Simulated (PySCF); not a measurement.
**BSiN2H9 (SMILES N[SiH2][BH2-][NH3+]): HF/aug-cc-pVDZ (density fitting with cc-pvtz-jkfit)**

What is the vertical ionisation energy of BSiN2H9 at HF/aug-cc-pVDZ (density fitting with cc-pvtz-jkfit)? Input form: a Python script.

The calculation is run with PySCF 2.14.0.

2 further runs of the same task are left out: 2 set aside as unsound or not needed.

### Step 1. The structure to begin with

The species is BSiN2H9 (13 atoms), meant as a singlet with charge 0. SMILES: `N[SiH2][BH2-][NH3+]`. The coordinates come from a GFN2-xTB relaxation. This is one conformer, not always the lowest.

Bond lengths: N1–Si2 1.749 Å, Si2–B3 1.971 Å, B3–N4 1.665 Å, N1–H5 1.007 Å, N1–H6 1.007 Å, Si2–H7 1.509 Å, Si2–H8 1.473 Å, B3–H9 1.194 Å, B3–H10 1.196 Å, N4–H11 1.015 Å, N4–H12 1.014 Å, N4–H13 1.014 Å. Some angles: N1–Si2–B3 111.3°, Si2–B3–N4 107.5°, N1–Si2–H7 107.4°, N1–Si2–H8 101.0°, B3–Si2–H7 112.3°, B3–Si2–H8 121.2°, Si2–N1–H5 117.6°, Si2–N1–H6 119.8°, Si2–B3–H9 115.8°, Si2–B3–H10 113.1°.

### Step 2. The energy at HF/aug-cc-pVDZ (density fitting with cc-pvtz-jkfit)

calc.py

```python
from pyscf import gto, scf

system = gto.M(
    atom='''
N   -1.949490   0.538890  -0.362940
Si  -0.744780  -0.668930  -0.746640
B    0.634190  -0.777740   0.657460
N    1.502280   0.641950   0.616110
H   -2.710690   0.660100  -1.010830
H   -1.661690   1.445730  -0.033000
H   -0.163760  -0.313330  -2.093610
H   -1.599270  -1.825060  -1.069490
H    0.229830  -0.847700   1.778470
H    1.450750  -1.626680   0.448950
H    2.268430   0.593170   1.279390
H    0.882960   1.406520   0.859440
H    1.861230   0.773090  -0.323310
''',
    basis='aug-cc-pvdz',
    max_memory=1860,
    verbose=3,
    charge=0,
    spin=0,
)

mf = scf.RHF(system)
mf = mf.density_fit(auxbasis='cc-pvtz-jkfit')
mf.conv_tol = 1e-10
mf.kernel()
if not mf.converged:
    mf = mf.newton().run(mf.mo_coeff, mf.mo_occ)

energy = mf.e_tot
print('E = %.10f Eh' % energy)
```

Command:

```console
OMP_NUM_THREADS=1 python calc.py
```

Standard output:

```text
converged SCF energy = -427.78367943415
E = -427.7836794342 Eh
```

Run time: 3.6 s. Hardware: 1 thread of Arm Neoverse V2, shared host; peak memory 0.26 GiB.

### Step 3. The doublet cation

start.xyz

```xyz
13
BH9N2Si
N     -1.949490     0.538890    -0.362940
Si    -0.744780    -0.668930    -0.746640
B      0.634190    -0.777740     0.657460
N      1.502280     0.641950     0.616110
H     -2.710690     0.660100    -1.010830
H     -1.661690     1.445730    -0.033000
H     -0.163760    -0.313330    -2.093610
H     -1.599270    -1.825060    -1.069490
H      0.229830    -0.847700     1.778470
H      1.450750    -1.626680     0.448950
H      2.268430     0.593170     1.279390
H      0.882960     1.406520     0.859440
H      1.861230     0.773090    -0.323310
```

input.py

```python
from pyscf import gto, scf

molecule = gto.Mole()
molecule.atom = 'start.xyz'
molecule.spin = 1
molecule.max_memory = 1860
molecule.verbose = 4
molecule.basis = 'aug-cc-pvdz'
molecule.charge = 1
molecule.build()

mf = scf.UHF(molecule)
mf = mf.density_fit(auxbasis='cc-pvtz-jkfit')
mf.conv_tol = 1e-10
mf.kernel()
if not mf.converged:
    mf = mf.newton().run(mf.mo_coeff, mf.mo_occ)

etot = mf.e_tot
print('Final energy', etot)
```

Command:

```console
OMP_NUM_THREADS=1 python input.py
```

Standard output:

```text
PySCF version 2.14.0

[... 134 lines left out ...]
converged SCF energy = -427.47450825241  <S^2> = 0.79312764  2S+1 = 2.0426724
Final energy -427.47450825240963
```

It took 12 s on 1 thread of Arm Neoverse V2, shared host; peak memory 0.29 GiB.

### Step 4. Outcome

Level: HF/aug-cc-pVDZ (density fitting with cc-pvtz-jkfit).

| quantity | value |
| --- | --- |
| singlet BSiN2H9: total energy | -427.78368 Eh |
| singlet BSiN2H9: dipole moment | 5.95 D |
| singlet BSiN2H9: HOMO energy | -9.60 eV |
| singlet BSiN2H9: LUMO energy | 0.44 eV |
| singlet BSiN2H9: HOMO–LUMO gap | 10.04 eV |
| doublet cation: total energy | -427.47451 Eh |
| doublet cation: HOMO energy (highest over α and β) | -14.45 eV |
| doublet cation: LUMO energy (lowest over α and β) | -7.24 eV |
| doublet cation: ⟨S²⟩ | 0.793 |
| vertical ionisation energy (to the doublet cation) | 8.413 eV |

What this shows: The vertical ionisation energy comes to 8.41 eV (812 kJ/mol). −ε(HOMO) before ionisation, 9.60 eV, is 1.19 eV above this ionisation energy. Mulliken charges (singlet BSiN2H9) run from -0.84 on B3 to +0.63 on Si2; in a basis this large or diffuse they mean little.
